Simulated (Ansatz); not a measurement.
# C₂H₉NSi: basis-set convergence

Aim: see how fast density functionals converge with the basis set for C₂H₉NSi.

Method: one geometry, several basis sets; program: Ansatz 0.2.0, Gaussian basis.

Levels to be run: PBE0-D4/def2-SVP; ωB97M-V/def2-SVP; PBE0-D4/def2-QZVPP; ωB97M-V/def2-QZVPP; the functionals' def2-TZVPP values are taken from earlier runs.

## (1) The geometry

The geometry comes from an earlier relaxation with PBE0-D4 in a triple-zeta def2 set; it is a stationary point, not always the lowest conformer.

SMILES `CNC[SiH3]`, 13 atoms, charge 0, spin multiplicity 1.

Atoms are counted from 1 here; the program's logs count them from 0.

Bond lengths: C1–N2 1.446 Å, C1–H5 1.092 Å, C1–H6 1.103 Å, C1–H7 1.094 Å, N2–C3 1.449 Å, N2–H8 1.012 Å, C3–Si4 1.882 Å, C3–H9 1.106 Å, C3–H10 1.097 Å, Si4–H11 1.488 Å, Si4–H12 1.485 Å, Si4–H13 1.490 Å. Angles: N2–C1–H5 109.9°, N2–C1–H6 113.7°, N2–C1–H7 109.4°, H5–C1–H6 108.5°, H5–C1–H7 107.7°, H6–C1–H7 107.5°, C1–N2–C3 113.4°, C1–N2–H8 109.9°, C3–N2–H8 110.1°, N2–C3–Si4 110.9°, N2–C3–H9 113.7°, N2–C3–H10 108.7°, Si4–C3–H9 110.0°, Si4–C3–H10 107.5°, H9–C3–H10 105.7°, C3–Si4–H11 110.0°, C3–Si4–H12 111.1°, C3–Si4–H13 109.3° and more.

Coordinates:

```mol
C2H9NSi
  3D, bonds by distance, orders not assigned

 13 12  0  0  0  0  0  0  0  0999 V2000
   -0.8599    1.8306    0.1445 C   0  0
   -0.7102    0.3975    0.2690 N   0  0
    0.5161   -0.1066   -0.3162 C   0  0
    0.6325   -1.9758   -0.1268 Si  0  0
   -1.7677    2.1549    0.6575 H   0  0
   -0.0074    2.4023    0.5481 H   0  0
   -0.9633    2.0952   -0.9115 H   0  0
   -0.7663    0.1290    1.2429 H   0  0
    1.4295    0.3713    0.0845 H   0  0
    0.5105    0.1157   -1.3905 H   0  0
    1.9713   -2.4503   -0.5710 H   0  0
   -0.4179   -2.6603   -0.9232 H   0  0
    0.4532   -2.3384    1.3076 H   0  0
  1  2  8  0
  2  3  8  0
  3  4  8  0
  1  5  8  0
  1  6  8  0
  1  7  8  0
  2  8  8  0
  3  9  8  0
  3 10  8  0
  4 11  8  0
  4 12  8  0
  4 13  8  0
M  END
```

## (2) PBE0-D4 in def2-SVP

in.yaml reads:

```yaml
crystal:
  periodic: [false, false, false]
  atoms:
    - {symbol: C, position_ang: [-0.859873, 1.830610, 0.144504]}
    - {symbol: N, position_ang: [-0.710239, 0.397507, 0.268998]}
    - {symbol: C, position_ang: [0.516095, -0.106581, -0.316154]}
    - {symbol: Si, position_ang: [0.632466, -1.975826, -0.126796]}
    - {symbol: H, position_ang: [-1.767677, 2.154918, 0.657547]}
    - {symbol: H, position_ang: [-0.007377, 2.402262, 0.548139]}
    - {symbol: H, position_ang: [-0.963260, 2.095207, -0.911486]}
    - {symbol: H, position_ang: [-0.766294, 0.128962, 1.242872]}
    - {symbol: H, position_ang: [1.429465, 0.371334, 0.084469]}
    - {symbol: H, position_ang: [0.510461, 0.115673, -1.390529]}
    - {symbol: H, position_ang: [1.971254, -2.450260, -0.571048]}
    - {symbol: H, position_ang: [-0.417918, -2.660320, -0.923183]}
    - {symbol: H, position_ang: [0.453199, -2.338385, 1.307566]}
basis:
  gaussian: {orbitals: def2-SVP}
hamiltonian: {xc: pbe0, dispersion: d4}
output: {orbitals: {seedname: orbitals}}
```

Launch:

```bash
$ ansatz run in.yaml --threads 4 --pin off --events-out ev --progress --plain --max-ram 10444MiB
```

Further steps of the session: ωB97M-V in def2-SVP; PBE0-D4 in def2-QZVPP; ωB97M-V in def2-QZVPP.

**Question.** What will the summary of the whole plan be? Wanted: PBE0-D4: double and triple zeta above quadruple; ωB97M-V: double and triple zeta above quadruple.

**Answer**, as computed:

| quantity | value |
| --- | --- |
| PBE0-D4: double and triple zeta above quadruple | 7.39, 0.49 eV |
| ωB97M-V: double and triple zeta above quadruple | 7.63, 0.47 eV |

**Reading.** PBE0-D4 gains 6.89 eV from double to triple zeta, then 0.49 eV more. Total energies overstate the basis error of differences, where much of it tends to cancel. The LUMO of ωB97M-V is positive and keeps falling with the basis (2.97 to 1.61 eV): an unbound level that the basis holds in place.
